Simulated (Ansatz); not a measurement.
# CH₈FGeNSi: one species, many methods

The task here is to estimate one member of a computed series from the others.

Computed with Ansatz 0.2.0, Gaussian basis. Level: functionals in def2-TZVPP, the program's frozen cores in correlated methods.

Plan: LDA (SPW92), PBE-D4, revPBE-D4, BLYP-D4, r2SCAN-D4, B97M-V, PBE0-D4, B3LYP-D4, r2SCANh-D4, r2SCAN0-D4, HSE06-D4, BHLYP-D4, CAM-B3LYP-D4, LC-ωPBE, ωB97X-V, ωB97M-V, B2PLYP, PBE-QIDH; CCSD(T)/def2-SVP; CCSD(T)/def2-TZVPP; MP2/def2-QZVPP; extrapolation to the limit; RPA on PBE.

### Structure used throughout

All runs share one geometry, relaxed beforehand with PBE0-D4 in a triple-zeta def2 set.

SMILES `C[N]([GeH3])[SiH2]F`, 13 atoms, charge 0, spin multiplicity 1.

Atoms are counted from 1 here; the program's logs count them from 0.

Bond lengths: C1–N2 1.458 Å, C1–H6 1.096 Å, C1–H7 1.096 Å, C1–H8 1.094 Å, N2–Ge3 1.849 Å, N2–Si4 1.698 Å, Ge3–H9 1.540 Å, Ge3–H10 1.532 Å, Ge3–H11 1.541 Å, Si4–F5 1.605 Å, Si4–H12 1.483 Å, Si4–H13 1.480 Å. Angles: N2–C1–H6 111.1°, N2–C1–H7 112.4°, N2–C1–H8 110.5°, H6–C1–H7 107.9°, H6–C1–H8 107.2°, H7–C1–H8 107.5°, C1–N2–Ge3 115.2°, C1–N2–Si4 120.4°, Ge3–N2–Si4 123.7°, N2–Ge3–H9 107.6°, N2–Ge3–H10 107.8°, N2–Ge3–H11 109.6°, H9–Ge3–H10 111.7°, H9–Ge3–H11 109.0°, H10–Ge3–H11 111.0°, N2–Si4–F5 113.6°, N2–Si4–H12 109.1°, N2–Si4–H13 108.8° and more.

Set-up of the first run:

Contents of in.yaml:

```yaml
crystal:
  periodic: [false, false, false]
  atoms:
    - {symbol: C, position_ang: [-1.411957, -0.536494, 0.260748]}
    - {symbol: N, position_ang: [-0.088796, 0.054038, 0.094270]}
    - {symbol: Ge, position_ang: [1.328288, -1.097534, 0.383906]}
    - {symbol: Si, position_ang: [0.080599, 1.607542, -0.568810]}
    - {symbol: F, position_ang: [-0.046012, 1.641426, -2.168912]}
    - {symbol: H, position_ang: [-1.502996, -1.031113, 1.234025]}
    - {symbol: H, position_ang: [-1.640020, -1.275855, -0.515777]}
    - {symbol: H, position_ang: [-2.184770, 0.236368, 0.217349]}
    - {symbol: H, position_ang: [1.206078, -1.632690, 1.822328]}
    - {symbol: H, position_ang: [2.625048, -0.306932, 0.180521]}
    - {symbol: H, position_ang: [1.241824, -2.279368, -0.600614]}
    - {symbol: H, position_ang: [-1.019728, 2.469010, -0.073446]}
    - {symbol: H, position_ang: [1.432942, 2.116903, -0.250587]}
basis:
  gaussian: {orbitals: def2-TZVPP}
hamiltonian: {xc: lda}
output: {orbitals: {seedname: orbitals}}
```

Steps of the session up to this table: LDA; PBE-D4 (GGA); revPBE-D4 (GGA); BLYP-D4 (GGA); r2SCAN-D4 (meta-GGA); B97M-V (meta-GGA); PBE0-D4 (hybrid); B3LYP-D4 (hybrid); r2SCANh-D4 (hybrid); r2SCAN0-D4 (hybrid); HSE06-D4 (hybrid); BHLYP-D4 (hybrid); CAM-B3LYP-D4 (range-separated); LC-ωPBE (range-separated); ωB97X-V (range-separated); ωB97M-V (range-separated); B2PLYP (double hybrid); PBE-QIDH (double hybrid).

One of the session's tables, all rows but one given; the rest of the session is left out.

It belongs to the step «Frontier levels by functional». 

```
  functional  HOMO (eV)  gap (eV)
 LDA (SPW92)      -6.14      5.24
      PBE-D4      -6.02      5.43
   revPBE-D4      -5.97      5.52
     BLYP-D4      -5.89      5.43
   r2SCAN-D4      -6.27      6.02
      B97M-V      -6.45      5.98
     PBE0-D4      -7.34      7.59
    B3LYP-D4      -7.11      7.14
  r2SCANh-D4      -6.77      6.81
  r2SCAN0-D4      -7.52      7.98
    HSE06-D4          ?         ?
    BHLYP-D4      -8.58      9.67
CAM-B3LYP-D4      -8.70      9.92
     LC-ωPBE     -10.06     12.49
     ωB97X-V      -9.73     11.97
     ωB97M-V      -9.64     11.59
```

Q: Estimate the row for HSE06-D4 from the others.

The run gave: HOMO (eV): -6.94; gap (eV): 6.81. In the column «HOMO (eV)» it lies between B3LYP-D4 (-7.11) and r2SCANh-D4 (-6.77).
